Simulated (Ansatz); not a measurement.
**Isostructural Rh, Ta, Re, Ir, Au: table of trends**

Aim: a table of trends, for isostructural Rh, Ta, Re, Ir, Au, run from a script.

Computed with the Python package of Ansatz 0.2.0. Level of theory: DFT PBEsol, plane waves, PAW.

**1. The structure**

Rh P6_3/mmc: Symmetry: P6_3/mmc, No. 194, hexagonal system. Conventional cell: a = 2.731 Å, b = 2.731 Å, c = 4.428 Å, α = 90.00°, β = 90.00°, γ = 120.00°. Rh (site symmetry -6m2) has 12 Rh at 2.72 to 2.73 Å as nearest neighbours.

Ta P6_3/mmc: The structure is hexagonal, space group P6_3/mmc (No. 194). The conventional cell has a = 2.900 Å, b = 2.900 Å, c = 5.166 Å, α = 90.00°, β = 90.00°, γ = 120.00°. Ta (site symmetry -6m2) is surrounded by 12 Ta at 2.90 to 3.08 Å.

Re P6_3/mmc: The structure is hexagonal, space group P6_3/mmc (No. 194). Conventional cell: a = 2.761 Å, b = 2.761 Å, c = 4.458 Å, α = 90.00°, β = 90.00°, γ = 120.00°. Re (site symmetry -6m2) is surrounded by 12 Re at 2.74 to 2.76 Å.

Ir P6_3/mmc: It takes space group P6_3/mmc (No. 194, hexagonal). Conventional cell: a = 2.751 Å, b = 2.751 Å, c = 4.462 Å, α = 90.00°, β = 90.00°, γ = 120.00°. Ir (site symmetry -6m2) is surrounded by 12 Ir at 2.74 to 2.75 Å.

Au P6_3/mmc: The structure is hexagonal, space group P6_3/mmc (No. 194). The conventional cell has a = 2.900 Å, b = 2.900 Å, c = 4.880 Å, α = 90.00°, β = 90.00°, γ = 120.00°. Around Au (site symmetry -6m2) lie 12 Au at 2.90 to 2.96 Å.

No structure file is read: the coordinates are typed or built in the script.

**2. Script**

run_trend.py

```python
"""Trends along isostructural compounds in space group P6_3/mmc, after relaxing atoms and volume at fixed cell shape."""

import warnings

import ansatz
import numpy as np

PHASES = {
    "Rh": (
        [(2.73097904, 0.0, 0.0), (-1.36548952, 2.36509723, 0.0), (0.0, 0.0, 4.428489)],
        [
            ("Rh", (2 / 3, 1 / 3, 0.75)),
            ("Rh", (1 / 3, 2 / 3, 0.25)),
        ],
    ),
    "Ta": (
        [(2.90037207, 0.0, 0.0), (-1.45018604, 2.5117959, 0.0), (0.0, 0.0, 5.166274)],
        [
            ("Ta", (2 / 3, 1 / 3, 0.75)),
            ("Ta", (1 / 3, 2 / 3, 0.25)),
        ],
    ),
    "Re": (
        [(2.7608, 0.0, 0.0), (-1.3804, 2.39092293, 0.0), (0.0, 0.0, 4.4582)],
        [
            ("Re", (1 / 3, 2 / 3, 0.25)),
            ("Re", (2 / 3, 1 / 3, 0.75)),
        ],
    ),
    "Ir": (
        [(2.75137789, 0.0, 0.0), (-1.37568895, 2.38276315, 0.0), (0.0, 0.0, 4.46229)],
        [
            ("Ir", (2 / 3, 1 / 3, 0.75)),
            ("Ir", (1 / 3, 2 / 3, 0.25)),
        ],
    ),
    "Au": (
        [(2.9, 0.0, 0.0), (-1.45, 2.51147367, 0.0), (0.0, 0.0, 4.88)],
        [
            ("Au", (1 / 3, 2 / 3, 0.75)),
            ("Au", (2 / 3, 1 / 3, 0.25)),
        ],
    ),
}


def build(vectors, sites):
    crystal = ansatz.Crystal(lattice=ansatz.Lattice.of(vectors))
    for symbol, position in sites:
        crystal = crystal.atom(symbol, position)
    return crystal


def compute(name, crystal):
    calc = (
        crystal.calculation()
        .basis(470)  # plane waves up to this kinetic energy
        .functional(ansatz.Functional.PBESOL)
        .kpoints(spacing=0.16)  # the mesh must be finer for metals
        .occupations("gaussian", width=0.05)  # fractional filling near the Fermi level
        .stress()  # GPa
        .band_table()
    )
    calc = calc.relax(force_tolerance=0.03, fix_cell=["shape"])
    return calc.run(threads=1)


def volume_per_atom(outcome):
    return abs(np.linalg.det(outcome.lattice.cell_ang)) / len(outcome.lattice.sites)


def main() -> None:
    warnings.simplefilter("ignore", ansatz.DeckWarning)

    phases = {name: build(*cell) for name, cell in PHASES.items()}

    done = {}
    for name, crystal in phases.items():
        done[name] = compute(name, crystal)
        print(f"{name}: {done[name].report['energy_sigma0_ev']:.4f} eV, {len(done[name].lattice.sites)} atoms")

    rows = [(name, volume_per_atom(o)) for name, o in done.items()]
    print("| compound | V (A^3/atom) |")
    print("| --- | --- |")
    for row in rows:
        print(f"| {row[0]} | {row[1]:.3f} |")


if __name__ == "__main__":
    main()
```

**3. The calls as engine input**

The engine receives this input (first run):

```yaml
crystal:
  lattice:
    - [2.73097904, 0.0, 0.0]
    - [-1.36548952, 2.36509723, 0.0]
    - [0.0, 0.0, 4.428489]
  atoms:
    - { symbol: Rh, position: [0.6666666666666666, 0.3333333333333333, 0.75] }
    - { symbol: Rh, position: [0.3333333333333333, 0.6666666666666666, 0.25] }
basis:
  ecutwfc: 470.0
kpoints:
  mp_grid:
    kspacing: 0.16
hamiltonian:
  xc: pbesol
scf:
  occupations:
    method: gaussian
    width: 0.05
relax:
  f_tol: 0.03
  cell:
    fix: [shape]
output:
  stress: true
  eigenvalues: true
```

**4. Launch**

Run with:

```sh
$ python run_trend.py
```

Standard output:

```text
Rh: -12677.4109 eV, 2 atoms
Ta: -19612.4042 eV, 2 atoms
Re: -21474.5013 eV, 2 atoms
Ir: -23597.9175 eV, 2 atoms
Au: -26014.1719 eV, 2 atoms
| compound | V (A^3/atom) |
| --- | --- |
| Rh | 13.550 |
| Ta | 18.123 |
| Re | 14.553 |
| Ir | 14.108 |
| Au | 17.038 |
```

Run time: 2.5 min. Hardware: 1 thread of Arm Neoverse V2, shared host; peak memory 0.56 GiB.

**5. What each run gave**

The 5 runs, in the order started:

```csv
run,system,energy (eV/atom),final volume (Å³/atom),pressure (GPa),SCF cycles in all,CPU time (s)
1,Rh (2 atoms),-6338.7054,13.55,-0.04,31,28
2,Ta (2 atoms),-9806.2021,18.12,-0.03,32,30
3,Re (2 atoms),-10737.2507,14.55,0.00,32,27
4,Ir (2 atoms),-11798.9588,14.11,-0.01,36,33
5,Au (2 atoms),-13007.0860,17.04,-0.03,29,32
```

Energies are extrapolated to zero smearing width, as in the script. Totals carry meaning only in balanced differences at one level of theory.

**6. Path of the relaxation of run 3**

Relaxation path:

| step | energy from step 1 (eV/cell) | largest force component (eV/Å) | pressure (GPa) | volume (Å³) |
| --- | --- | --- | --- | --- |
| 1 | 0.0000 | 0.0000 | -4.20 | 29.43 |
| 2 | 0.0233 | 0.0000 | 11.60 | 28.31 |
| 3 | -0.0044 | 0.0000 | -0.20 | 29.12 |
| 4 | -0.0044 | 0.0000 | 0.00 | 29.11 |
| 5 | -0.0043 | 0.0000 | 0.00 | 29.11 |

Step 1 is the start. Step 5 repeats the geometry before it on a plane-wave basis chosen anew for that cell, so its energy need not be comparable with the rows above. Step 2 was tried and not accepted.

|  | before | after | change |
| --- | --- | --- | --- |
| a (Å) | 2.761 | 2.751 | -0.4 % |
| b (Å) | 2.761 | 2.751 | -0.4 % |
| c (Å) | 4.458 | 4.442 | -0.4 % |
| volume (Å³/atom) | 14.71 | 14.55 | -1.1 % |
| shortest distance (Å) | 2.740 | 2.730 | -0.4 % |
| space group (0.01 Å) | P6_3/mmc | P6_3/mmc | same |

Forces and stress were held to the start's 24 operations: a distortion of lower symmetry was not tested.

**7. How the relaxation of run 5 went**

The steps of the relaxation:

| step | energy from step 1 (eV/cell) | largest force component (eV/Å) | pressure (GPa) | volume (Å³) |
| --- | --- | --- | --- | --- |
| 1 | 0.0000 | 0.0000 | -6.36 | 35.54 |
| 2 | 0.1463 | 0.0000 | 20.96 | 31.05 |
| 3 | -0.0294 | 0.0000 | -1.53 | 34.39 |
| 4 | -0.0309 | 0.0000 | -0.02 | 34.08 |
| 5 | -0.0307 | 0.0000 | -0.03 | 34.08 |

Step 1 is the start. Step 5 repeats the geometry before it on a plane-wave basis chosen anew for that cell, so its energy need not be comparable with the rows above. Step 2 was tried and not accepted.

|  | before | after | change |
| --- | --- | --- | --- |
| a (Å) | 2.900 | 2.860 | -1.4 % |
| b (Å) | 2.900 | 2.860 | -1.4 % |
| c (Å) | 4.880 | 4.812 | -1.4 % |
| volume (Å³/atom) | 17.77 | 17.04 | -4.1 % |
| shortest distance (Å) | 2.900 | 2.860 | -1.4 % |
| space group (0.01 Å) | P6_3/mmc | P6_3/mmc | same |

Forces and stress were held to the start's 24 operations: a distortion of lower symmetry was not tested.

**8. Summary of results**

```
                               quantity                    value
                          runs compared                        5
Rh (run 1): relaxed volume, space group  13.55 Å³/atom, P6_3/mmc
Ta (run 2): relaxed volume, space group  18.12 Å³/atom, P6_3/mmc
Re (run 3): relaxed volume, space group  14.55 Å³/atom, P6_3/mmc
Ir (run 4): relaxed volume, space group  14.11 Å³/atom, P6_3/mmc
Au (run 5): relaxed volume, space group  17.04 Å³/atom, P6_3/mmc
```

What this shows: By relaxed volume an atom the order is Rh (run 1) < Ir (run 4) < Re (run 3) < Au (run 5) < Ta (run 2). In run 3, over 2 moves the cell shrank by 1.1 % in volume, and the space group stayed P6_3/mmc. In run 5, over 2 moves the cell shrank by 4.1 % in volume, and the space group stayed P6_3/mmc. Caveats:
- The run is spin-unpolarised.
- Atoms and volume are relaxed with the cell's shape held, which in cells of lower than cubic symmetry can hide stresses and shift volumes.
- Spin-orbit coupling, which matters for elements this heavy, is left out.
- Some members of the series are computed structures and not known phases.
